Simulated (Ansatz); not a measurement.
# Hg3P2: the cost of one run

Method: DFT PBE, scalar-relativistic, plane waves, PAW, in Ansatz 0.2.0.

## (1) The structure to begin with

The structure is trigonal, space group P-3m1 (No. 164). Conventional cell: a = 4.302 Å, b = 4.302 Å, c = 6.693 Å, α = 90.00°, β = 90.00°, γ = 120.00°. Hg (site symmetry -3m) is surrounded by 6 P at 2.98 Å. Around Hg (site symmetry 3m) lie 4 P at 2.59 to 2.68 Å. P (site symmetry 3m) is surrounded by 7 Hg at 2.59 to 2.98 Å.

As a file:

```
Hg P
1.0
     4.30155    0.00000    0.00000
    -2.15077    3.72525    0.00000
     0.00000    0.00000    6.69251
Hg P
3 2
Cartesian
  0.0000 0.0000 0.0000
  0.0000 2.4835 4.3167
  2.1508 1.2418 2.3758
  0.0000 2.4835 1.6397
  2.1508 1.2418 5.0528
```

This is candidate A: anti-A-type sesquioxide type (P-3m1, No. 164).

(A quick probe on a coarse mesh, which set the mesh and smearing, is not shown.)

## (3) A loose first relaxation (candidate A)

File input.yaml:

```yaml
crystal:
  lattice:
    - [4.3015487175, 0.0, 0.0]
    - [-2.1507743588, 3.725250465, 0.0]
    - [0.0, 0.0, 6.6925110757]
  atoms:
    - { symbol: Hg, position: [0.0, 0.0, 0.0] }
    - { symbol: Hg, position: [0.3333333333, 0.6666666667, 0.645] }
    - { symbol: Hg, position: [0.6666666667, 0.3333333333, 0.355] }
    - { symbol: P, position: [0.3333333333, 0.6666666667, 0.245] }
    - { symbol: P, position: [0.6666666667, 0.3333333333, 0.755] }
basis:
  ecutwfc: 420
kpoints:
  mp_grid: { grid: [6, 6, 4] }
hamiltonian:
  xc: pbe
scf:
  occupations: { method: gaussian, width: 0.1 }
  lower_state_search: "off"
output:
  forces: true
  stress: true
  eigenvalues: true
relax:
  adjacent_minimum: "off"
  f_tol: 0.04
  max_steps: 70
  cell: { stress_tol: 0.4 }
```

On the command line:

```
$ ansatz run input.yaml --threads 1 --pin off --max-ram 2560MiB --backend cpu --events-out ev --progress --plain --runs-dir out
```

What time and memory should one allow on 1 thread of Arm Neoverse V1, shared host?

About 40 s, with a peak of 0.41 GiB.
